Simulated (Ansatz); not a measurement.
# ClH10N2Si3 radical: a short trajectory

Aim: follow the atoms for 60 steps of 0.5 fs at constant energy, with velocities drawn for 1500 K, and see to which side of the barrier the system falls.

The runs use Ansatz 0.2.0, Gaussian basis; PBE0-D4/def2-SVPD, unrestricted.

**1. The system as given**

The start, a first-order saddle point found at PBE0-D4 in triple zeta: 16 atoms, charge 0, spin multiplicity 2.

Atoms are counted from 1 here; the program's logs count them from 0.

Bond lengths: Si1–N2 1.822 Å, Si1–N4 1.730 Å, Si1–H6 1.487 Å, N2–Si3 1.775 Å, N2–H7 1.265 Å, N2–H9 1.017 Å, Si3–H10 1.481 Å, Si3–H11 1.483 Å, Si3–H12 1.478 Å, N4–Si5 1.733 Å, N4–H13 1.010 Å, Si5–H14 1.487 Å, Si5–H15 1.487 Å, Si5–H16 1.487 Å, H7–Cl8 1.567 Å. Angles: N2–Si1–N4 107.0°, N2–Si1–H6 102.7°, N4–Si1–H6 112.2°, Si1–N2–Si3 118.3°, Si1–N2–H7 90.9°, Si1–N2–H9 112.7°, Si3–N2–H7 112.0°, Si3–N2–H9 113.6°, H7–N2–H9 106.6°, N2–Si3–H10 107.9°, N2–Si3–H11 110.2°, N2–Si3–H12 106.3°, H10–Si3–H11 109.8°, H10–Si3–H12 111.7°, H11–Si3–H12 110.9°, Si1–N4–Si5 126.7°, Si1–N4–H13 115.6°, Si5–N4–H13 117.1° and more.

Coordinates:

```csv
atom,x (Å),y (Å),z (Å)
Si1,0.65679,0.82624,1.01238
N2,1.18894,-0.64642,0.07991
Si3,0.83414,-0.71691,-1.65833
N4,-0.90811,1.26319,0.41761
Si5,-2.36093,0.32549,0.53837
H6,0.60640,0.32754,2.41230
H7,2.40379,-0.37352,0.30517
Cl8,3.64495,0.41726,0.84282
H9,0.99053,-1.51422,0.57102
H10,1.67964,-1.77830,-2.25157
H11,-0.59808,-1.03309,-1.87716
H12,1.16891,0.61599,-2.20351
H13,-0.99836,2.21077,0.08132
H14,-1.93039,-1.04844,0.91006
H15,-3.29214,0.83739,1.57874
H16,-3.08608,0.28704,-0.75902
```

**2. Dynamics**

The input, md/in.yaml:

```yaml
crystal:
  periodic: [false, false, false]
  atoms:
    - {symbol: Si, position_ang: [0.656792, 0.826241, 1.012380]}
    - {symbol: N, position_ang: [1.188936, -0.646423, 0.079906]}
    - {symbol: Si, position_ang: [0.834139, -0.716909, -1.658330]}
    - {symbol: N, position_ang: [-0.908107, 1.263192, 0.417607]}
    - {symbol: Si, position_ang: [-2.360931, 0.325490, 0.538369]}
    - {symbol: H, position_ang: [0.606398, 0.327536, 2.412302]}
    - {symbol: H, position_ang: [2.403786, -0.373521, 0.305170]}
    - {symbol: Cl, position_ang: [3.644954, 0.417263, 0.842817]}
    - {symbol: H, position_ang: [0.990527, -1.514220, 0.571024]}
    - {symbol: H, position_ang: [1.679637, -1.778303, -2.251571]}
    - {symbol: H, position_ang: [-0.598081, -1.033093, -1.877164]}
    - {symbol: H, position_ang: [1.168910, 0.615985, -2.203515]}
    - {symbol: H, position_ang: [-0.998357, 2.210768, 0.081321]}
    - {symbol: H, position_ang: [-1.930392, -1.048437, 0.910061]}
    - {symbol: H, position_ang: [-3.292135, 0.837390, 1.578743]}
    - {symbol: H, position_ang: [-3.086077, 0.287039, -0.759021]}
basis:
  gaussian: {orbitals: def2-SVPD}
magnetization: {spin_polarized: true, initial_magnetization: 1}
hamiltonian: {xc: pbe0, dispersion: d4}
md: {n_steps: 60, timestep: 0.5, temperature: 1500, ensemble: nve, seed: 71, initial_velocities: maxwell_boltzmann}
```

Started as:

```bash
$ ansatz run in.yaml --threads 4 --pin off --events-out ev --progress --plain --max-ram 66560MiB --backend cuda --devices 0, --max-vram 37GiB
```

What does the calculation give? Wanted: temperature at the start; mean temperature, second half; lowest and highest potential energy, from the first frame; largest change of potential + kinetic; bonds lost by distance.

The runs gave:

```
                                                 quantity              value
                                                   length  60 steps, 30.0 fs
                                 temperature at the start             1500 K
                            mean temperature, second half              935 K
lowest and highest potential energy, from the first frame     0 and 1762 meV
                    largest change of potential + kinetic           13.4 meV
                                   bonds lost by distance             H7–Cl8
```

**Reading.** By the last frame it has moved towards the side where Si1–Cl8, N2–H7 form. With no thermostat the total energy should stay fixed; it holds within 13.4 meV, small beside the kinetic energy, so the time step serves. With 16 atoms the instant temperature spans 534 to 1500 K.
